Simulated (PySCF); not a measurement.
# C2H9FSi2: the cost of one run

The runs use PySCF 2.14.0, with density-fitted response routines of our own; the level of theory stands in each step. All values are computed, except where a source is named. Atoms count from 0, in the outputs and in this text.

## Step 1: The molecule as given

14 atoms, charge 0, multiplicity 1; geometry from: GFN2-xTB.

Bonds of the start (Å): C0–C1 1.53, C1–Si2 1.91, C1–Si3 1.90, Si3–F4 1.62, C0–H5 1.09, C0–H6 1.09, C0–H7 1.09, C1–H8 1.10, Si2–H9 1.47, Si2–H10 1.46, Si2–H11 1.46, Si3–H12 1.46, Si3–H13 1.45.

## Step 2: TDDFT and polarisability: CAM-B3LYP/def2-SVPD

The job: settings as JSON, then the geometry in Å.

```
{"job": {"kind": "uv", "xc": "CAM-B3LYP", "basis": "def2-SVPD", "nstates": 8, "ntriplets": 3}, "charge": 0, "multiplicity": 1}
C     -1.025920    -1.158324    -0.133411
C     -0.052453    -0.121136     0.435480
Si    -0.715978     1.645114     0.170958
Si     1.695911    -0.369220    -0.258792
F      2.147746    -1.886391     0.067079
H     -2.012118    -1.056405     0.318105
H     -1.136317    -1.036394    -1.209314
H     -0.671916    -2.170917     0.055407
H      0.005742    -0.284013     1.518012
H     -2.047428     1.755686     0.773926
H      0.191249     2.605282     0.800729
H     -0.814123     1.922128    -1.263902
H      1.741333    -0.293294    -1.711642
H      2.693595     0.447410     0.415200
```

Level: TDDFT CAM-B3LYP/def2-SVPD, vertical, gas phase, core orbitals frozen in the response.

On the command line:

```sh
OMP_NUM_THREADS=1 python probes_run.py task.json out
```

The driver reads the jobs from task.json and runs them one after another.

Q: Estimate the wall time and peak memory of this job on 1 thread of Arm Neoverse N1, shared host.

About 49 s, with a peak of 0.78 GiB.
